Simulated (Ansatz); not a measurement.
**C2H7FSi2: up Jacob's ladder to CCSD(T)**

An exercise on one series of results from a longer session: the logs are not shown, and one member is left open.

Method: functionals in def2-TZVPP, the program's frozen cores in correlated methods; program: Ansatz 0.2.0, Gaussian basis.

The runs, in order: PBE-D4, r2SCAN-D4, PBE0-D4, B3LYP-D4, ωB97X-V, ωB97M-V, B2PLYP; CCSD(T)/def2-TZVPP; MP2/def2-QZVPP; extrapolation to the limit.

## Structure used throughout

All runs share one geometry, relaxed beforehand with PBE0-D4 in a triple-zeta def2 set.

SMILES `C[C@H]1[SiH2][Si@@H]1F`, 12 atoms, charge 0, spin multiplicity 1.

Atoms are counted from 1 here; the program's logs count them from 0.

Bond lengths: C1–C2 1.516 Å, C1–H6 1.093 Å, C1–H7 1.094 Å, C1–H8 1.094 Å, C2–Si3 1.930 Å, C2–Si4 1.868 Å, C2–H9 1.097 Å, Si3–Si4 2.242 Å, Si3–H10 1.483 Å, Si3–H11 1.485 Å, Si4–F5 1.600 Å, Si4–H12 1.481 Å. Angles: C2–C1–H6 111.4°, C2–C1–H7 111.4°, C2–C1–H8 111.6°, H6–C1–H7 107.3°, H6–C1–H8 107.1°, H7–C1–H8 107.8°, C1–C2–Si3 124.9°, C1–C2–Si4 125.4°, C1–C2–H9 112.9°, Si3–C2–Si4 72.4°, Si3–C2–H9 105.4°, Si4–C2–H9 109.1°, C2–Si3–Si4 52.5°, C2–Si3–H10 115.5°, C2–Si3–H11 116.4°, Si4–Si3–H10 126.2°, Si4–Si3–H11 118.9°, H10–Si3–H11 112.5° and more.

Set-up of the first run:

Input file in.yaml:

```yaml
crystal:
  periodic: [false, false, false]
  atoms:
    - {symbol: C, position_ang: [-1.439874, -0.653540, 0.379629]}
    - {symbol: C, position_ang: [-0.163327, 0.161253, 0.458230]}
    - {symbol: Si, position_ang: [1.599691, -0.504175, 0.041578]}
    - {symbol: Si, position_ang: [0.530965, 1.218843, -0.915758]}
    - {symbol: F, position_ang: [0.780642, 2.771909, -0.621031]}
    - {symbol: H, position_ang: [-1.524450, -1.170083, -0.579504]}
    - {symbol: H, position_ang: [-2.325314, -0.020546, 0.486556]}
    - {symbol: H, position_ang: [-1.477746, -1.417704, 1.161146]}
    - {symbol: H, position_ang: [-0.055652, 0.694918, 1.410290]}
    - {symbol: H, position_ang: [2.589855, -0.418882, 1.141837]}
    - {symbol: H, position_ang: [1.663709, -1.800186, -0.680355]}
    - {symbol: H, position_ang: [-0.101301, 1.082996, -2.248517]}
basis:
  gaussian: {orbitals: def2-TZVPP}
hamiltonian: {xc: pbe, dispersion: d4}
output: {forces: true, orbitals: {seedname: orbitals}}
```

Run with:

```console
ansatz run in.yaml --threads 4 --pin off --events-out ev --progress --plain --max-ram 10444MiB
```

Among the steps run: PBE-D4 (GGA); r2SCAN-D4 (meta-GGA); PBE0-D4 (hybrid); B3LYP-D4 (hybrid); ωB97X-V (range-separated); ωB97M-V (range-separated); B2PLYP (double hybrid); CCSD(T) in def2-TZVPP; MP2 in def2-QZVPP.

One table of the session follows, with a row left open; its other results are not shown here.

```
            method  atomisation energy (kcal/mol)
            PBE-D4                         1042.1
         r2SCAN-D4                         1034.4
           PBE0-D4                         1030.2
          B3LYP-D4                         1027.8
           ωB97X-V                         1036.0
           ωB97M-V                         1032.5
            B2PLYP                              ?
     HF/def2-TZVPP                          769.5
    MP2/def2-TZVPP                         1016.5
   CCSD/def2-TZVPP                          991.4
CCSD(T)/def2-TZVPP                         1004.8
           MP2/CBS                         1043.2
       CCSD(T)/CBS                         1031.5
```

Q: Estimate the row for B2PLYP from the others.

The run gave: atomisation energy (kcal/mol): 1017.3. In the column «atomisation energy (kcal/mol)» it lies between MP2/def2-TZVPP (1016.5) and B3LYP-D4 (1027.8).
